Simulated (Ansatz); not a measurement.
# Mn4Hg3Au (Pmm2) in Ansatz: reference runs, part 2 of 2

Ansatz 0.2.0. The steps go on from the part before.

## (3) Single point, PBE, collinear spin, ferromagnetic start (atoms moved at random, drawn with an rms of 0.05 Å)

File input.yaml:

```yaml
crystal:
  lattice:
    - [3.231013, 0.0, 0.0]
    - [0.0, 4.6827, 0.0]
    - [0.0, 0.0, 9.540782]
  atoms:
    - { symbol: Hg, position: [-0.007454, 0.00045, 0.647301] }
    - { symbol: Hg, position: [0.023811, -0.004258, 0.146303] }
    - { symbol: Hg, position: [-0.015467, 0.497627, 0.855208] }
    - { symbol: Au, position: [-0.003993, 0.502031, 0.357948] }
    - { symbol: Mn, position: [0.502249, -0.00122, 0.898551], spin: 4.0 }
    - { symbol: Mn, position: [0.492462, 0.007459, 0.394799], spin: 4.0 }
    - { symbol: Mn, position: [0.513057, 0.48814, 0.597842], spin: 4.0 }
    - { symbol: Mn, position: [0.497463, 0.500456, 0.1161], spin: 4.0 }
hamiltonian:
  xc: pbe
  pseudopotentials: { kind: paw }
magnetization:
  spin_polarized: true
kpoints:
  mp_grid: { grid: [8, 6, 3] }
scf:
  occupations: { method: fermi_dirac, width: 0.05 }
output:
  forces: true
  stress: true
  eigenvalues: true
  write_density: true
  write_potential: true
  elf: true
  volumetric_format: npy
```

Potentials or basis: Ansatz PAW.

Started as:

```console
> ansatz run input.yaml --threads 4 --pin off --max-ram 10240MiB --backend cpu --events-out ev --progress --plain --runs-dir out
```

Log:

```text
Warning: RAYON_NUM_THREADS=4 ignored (pool sized by the plan → 4); use --threads N
Engine: ansatz 0.2.0, aarch64-unknown-linux-gnu
Pseudopotentials: kind: paw
Pseudopotential: Hg, paw, valence charge 20, recommended cutoff 420 eV (normal), Hg.paw.azcp
Pseudopotential: Au, paw, valence charge 19, recommended cutoff 420 eV (normal), Au.paw.azcp
Pseudopotential: Mn, paw, valence charge 15, recommended cutoff 420 eV (normal), Mn.paw.azcp
Functional definition: PBE
  parameter kappa = 0.804
  parameter beta = 0.06672455060314922
  exchange = pbe_x(kappa = kappa, mu = beta*pi^2/3)
  correlation = pbe_c(beta = beta)
Crystal: 8 atoms, lattice volume = 144.351 Å³
Basis set: ecut = 420 eV, 2827 PW (Γ), exchange–correlation on 48×64×128 points (8 copies of the dense FFT grid, shifted against one another)
Bands: 93, of which v1, the nominal top of the filled ones, is band 70 counted from 1 (69 counted from 0)
Symmetry: 1 space group operations
Space group: P1 (ITA 1), of the structure as read, at distance tolerance 5.2e-5 Å
Magnetic group: BNS 1.1 (UNI 1), of the structure as read, at distance tolerance 5.2e-5 Å
k-points: 74 of 144 (time reversal used)
Non-local potential: Hg, projectors of the file, l = 0: 3, l = 1: 2, l = 2: 2, l = 3: 1
Non-local potential: Au, projectors of the file, l = 0: 3, l = 1: 2, l = 2: 2, l = 3: 1
Non-local potential: Mn, projectors of the file, l = 0: 3, l = 1: 2, l = 2: 3, l = 3: 1
PAW form: soft (Blöchl's): semilocal exchange-correlation on the pseudo side does not see the compensation charge
PAW one-centre angular grid: Hg, 590 points (default); XC on 64 Gauss nodes
PAW one-centre angular grid: Au, 590 points (default); XC on 64 Gauss nodes
PAW one-centre angular grid: Mn, 590 points (default); XC on 64 Gauss nodes
Initial density: superposition of atomic densities (chi_scale 0.1, normalization cell, long waves 20 % of neutral atoms (reshape's long-wave potential 1.20 eV rms, cloud 2.75 Å wide))
[... 26 lines left out ...]
SCF converged after 17 iterations
Magnetization: 16.0515 μB (77.5257 up, 61.4743 down)
Absolute magnetization: 16.9739 μB (∫|ρ↑−ρ↓|, with the PAW one-centre terms)
Spin contamination: 0.5390 ħ² per cell (⟨S²⟩ above its minimum at these occupations)
Per-site moments (μB) at R_I (Å): [(-0.014268416114200256, 1.154860847747092), (-0.011659151715714338, 1.1523544903695282), (-0.019502992976925038, 1.1707926350339763), (0.08985332688880476, 1.1429772729810068), (3.883915216201244, 1.165056984093143), (3.959743088749262, 1.160641633380601), (3.9096931394795167, 1.1429772729810068), (3.9122900492670696, 1.1523544903695282)]
Free energy (F): -70182.907415 eV
Harris-Foulkes:  -70182.907415 eV  (|F-HF|=2.32e-8)
Internal energy: -70182.860165 eV  (E = F + TS)
E sigma→0 (E₀):  -70182.883790 eV
Entropy (-TS):   -0.047250 eV (-5.906 meV/atom)
Fermi energy:    16.258061 eV
--- Per-component energies (eV) ---
  E_band       = -2309.606983
  E_kinetic    = 3615.151874
  E_local      = -16642.109400  (includes V_loc(G=0)·N_el)
  E_nonlocal   = 1283.579720
  E_hartree    = 6987.785089
  E_xc         = -1337.819996
  E_vxc        = -1635.998909  (∫ρ·V_xc dr)
  E_paw        = -44756.733079  (= ΣΔE_a)
  E_vpaw       = -2905.807249  (= ΣTr[D̂ρ^β])
  E_aug_tail   = 0.004184  (compensation charges beyond the density's cutoff)
  E_ewald      = -19332.718557
  E_smearing   = -0.047250  (= −TS)
  E_closure    = -0.000000  (closes the sum)
  Σ components = -70182.907415   (vs F -70182.907415, Δ=0.00e0)
--- Forces (eV/Å), atoms counted from 1 ---
  atom   1  Hg     0.10844071    -0.25922131    -0.11080142
  atom   2  Hg    -0.24540696     0.10851925    -0.01205151
  atom   3  Hg     0.13335241     0.06233327     0.22325183
  atom   4  Au     0.02461880     0.05723777     0.04230901
  atom   5  Mn    -0.04962600    -0.03329912    -0.01782613
  atom   6  Mn     0.09966847    -0.12789855    -0.04999611
  atom   7  Mn    -0.18800189     0.28552153    -0.09185960
  atom   8  Mn     0.11695366    -0.09319298     0.01692619
  max |Σ_I F_I| component: 4.77e-5 eV/Å
--- Stress (GPa, compression-positive) ---
       -0.987603      -0.071571       0.047516
       -0.071571      -0.461512       0.006882
        0.047516       0.006882      -0.530197
  P = ⅓ Tr σ = -0.6598 GPa (-6.598 kbar)
--- Band table (eV; the first three rows and the last of 148) ---
  k-point 0 ↑: bands = ["-99.2788", "-99.2763", "-99.2412", "-89.7123", "-65.2363", "-65.2082", "-65.2027", "-65.1637", "-47.7104", "-47.7026", "-47.7011", "-47.7006", "-47.6969", "-47.6881", "-47.6734", "-47.6614", "-47.6468", "-41.1549", "-41.1365", "-41.0997", "-33.9936", "-33.9888", "-33.9707", "-33.9676", "-33.9654", "-33.9576", "-33.9567", "-33.9382", "-33.9335", "-33.9307", "-33.9271", "-33.8829", "6.7156", "7.8149", "7.8923", "7.9777", "8.1122", "8.1301", "8.2684", "8.5747", "8.6526", "8.7888", "8.8648", "8.9370", "9.0670", "9.1803", "9.2147", "9.2497", "9.3003", "9.3460", "10.3847", "11.2487", "11.4993", "11.7240", "11.7979", "12.1867", "12.9998", "13.1350", "13.2339", "13.2637", "13.2921", "13.4500", "13.5351", "13.6150", "13.6996", "13.7434", "13.8102", "13.8340", "14.0542", "14.0894", "14.1052", "14.1352", "14.1947", "14.4472", "14.5756", "14.7277", "15.1151", "16.9024", "17.9612", "18.1184", "18.3518", "18.8577", "19.2794", "21.4442", "21.5402", "21.9699", "24.6950", "24.7429", "25.0401", "25.1723", "25.5802", "27.0111", "27.7765"]
  k-point 1 ↑: bands = ["-99.2788", "-99.2763", "-99.2412", "-89.7123", "-65.2363", "-65.2082", "-65.2027", "-65.1637", "-47.7104", "-47.7026", "-47.7011", "-47.7006", "-47.6969", "-47.6881", "-47.6734", "-47.6614", "-47.6468", "-41.1549", "-41.1365", "-41.0997", "-33.9936", "-33.9888", "-33.9707", "-33.9676", "-33.9654", "-33.9576", "-33.9566", "-33.9382", "-33.9335", "-33.9307", "-33.9271", "-33.8829", "6.8988", "7.4897", "7.9293", "8.0057", "8.1134", "8.1315", "8.1990", "8.3791", "8.5999", "8.7918", "8.8960", "8.9318", "9.0216", "9.0901", "9.1834", "9.2263", "9.3970", "10.0236", "10.5623", "11.1881", "11.4690", "11.7234", "11.7887", "12.0021", "13.0283", "13.1427", "13.2170", "13.2368", "13.3570", "13.4396", "13.4965", "13.5770", "13.6094", "13.7787", "13.8309", "13.8997", "13.9216", "14.0364", "14.0687", "14.0968", "14.1979", "14.3583", "14.4249", "14.5757", "15.4234", "16.6311", "17.6264", "18.3088", "19.4572", "19.5179", "19.7260", "20.7500", "20.9202", "22.3488", "22.3904", "23.4125", "26.0922", "26.5191", "27.4405", "27.7117", "27.8527"]
  k-point 2 ↑: bands = ["-99.2788", "-99.2763", "-99.2412", "-89.7123", "-65.2363", "-65.2082", "-65.2027", "-65.1637", "-47.7102", "-47.7026", "-47.7011", "-47.7010", "-47.6969", "-47.6881", "-47.6732", "-47.6612", "-47.6468", "-41.1549", "-41.1365", "-41.0997", "-33.9941", "-33.9890", "-33.9707", "-33.9680", "-33.9646", "-33.9582", "-33.9565", "-33.9382", "-33.9333", "-33.9309", "-33.9270", "-33.8829", "6.9290", "7.8875", "7.9345", "8.0221", "8.1188", "8.2080", "8.3606", "8.4581", "8.7234", "8.8224", "8.8603", "8.9579", "9.0394", "9.1401", "9.2075", "9.2499", "9.3980", "9.5653", "10.4073", "11.2737", "11.3616", "11.7519", "11.8596", "11.9399", "12.9376", "13.0255", "13.1040", "13.1282", "13.3532", "13.3977", "13.4498", "13.5279", "13.6987", "13.7042", "13.7612", "13.8132", "13.9113", "14.0175", "14.0508", "14.0971", "14.1436", "14.2265", "14.4203", "14.4590", "15.3592", "16.0790", "16.3050", "17.4073", "19.8939", "20.5605", "20.8563", "21.0178", "21.3804", "22.3701", "25.0330", "25.3601", "25.3712", "25.6162", "26.2419", "27.7427", "27.8335"]
  k-point 73 ↓: bands = ["-99.2452", "-99.2437", "-99.2107", "-89.6232", "-61.0200", "-61.0075", "-61.0048", "-60.9868", "-47.6780", "-47.6738", "-47.6720", "-47.6662", "-47.6608", "-47.6594", "-47.6358", "-47.6329", "-47.6248", "-41.0445", "-41.0282", "-41.0249", "-29.8729", "-29.8668", "-29.8581", "-29.8526", "-29.8481", "-29.8412", "-29.8407", "-29.8345", "-29.8294", "-29.8221", "-29.8125", "-29.7844", "7.9707", "7.9888", "8.1966", "8.3033", "8.3569", "8.3846", "8.6357", "8.6741", "8.7258", "8.7326", "8.7741", "8.8826", "9.0733", "9.6016", "9.6267", "10.8719", "11.0576", "11.3570", "11.5060", "11.8674", "12.3850", "12.5765", "13.0712", "14.1897", "14.2480", "14.4410", "14.6544", "15.1209", "15.3322", "15.3994", "15.7754", "15.8486", "16.8497", "16.8847", "16.9201", "17.0638", "17.6342", "17.6530", "17.7257", "17.7410", "17.8185", "17.9432", "17.9742", "18.2201", "18.3056", "18.3480", "18.5546", "18.5944", "19.6215", "19.6932", "20.4276", "20.9687", "21.3166", "21.3443", "22.3912", "22.5345", "24.8002", "24.9520", "25.7371", "25.9857", "27.0697"]
```

It took 2.4 min on 4 threads of Arm Neoverse V1, shared host; peak memory 1.6 GiB.

Results:

```
Free energy            : -70182.9074 eV
Pressure               : -0.7 GPa
Largest force          : 0.354 eV/Å
Band gap on the k mesh : none (metal or under the smearing width)
Net moment             : 16.05 μB per cell
Absolute moment        : 16.97 μB per cell
Site moments           : Hg -0.01, -0.02; Au +0.09; Mn +3.88, +3.96, +3.91 μB
```

Forces on the atoms (eV/Å):
```
Hg   0.108 -0.259 -0.111
Hg  -0.245  0.109 -0.012
Hg   0.133  0.062  0.223
Au   0.025  0.057  0.042
Mn  -0.050 -0.033 -0.018
Mn   0.100 -0.128 -0.050
Mn  -0.188  0.286 -0.092
Mn   0.117 -0.093  0.017
```

Caveat: the magnetic or orbital state may not be the lowest.
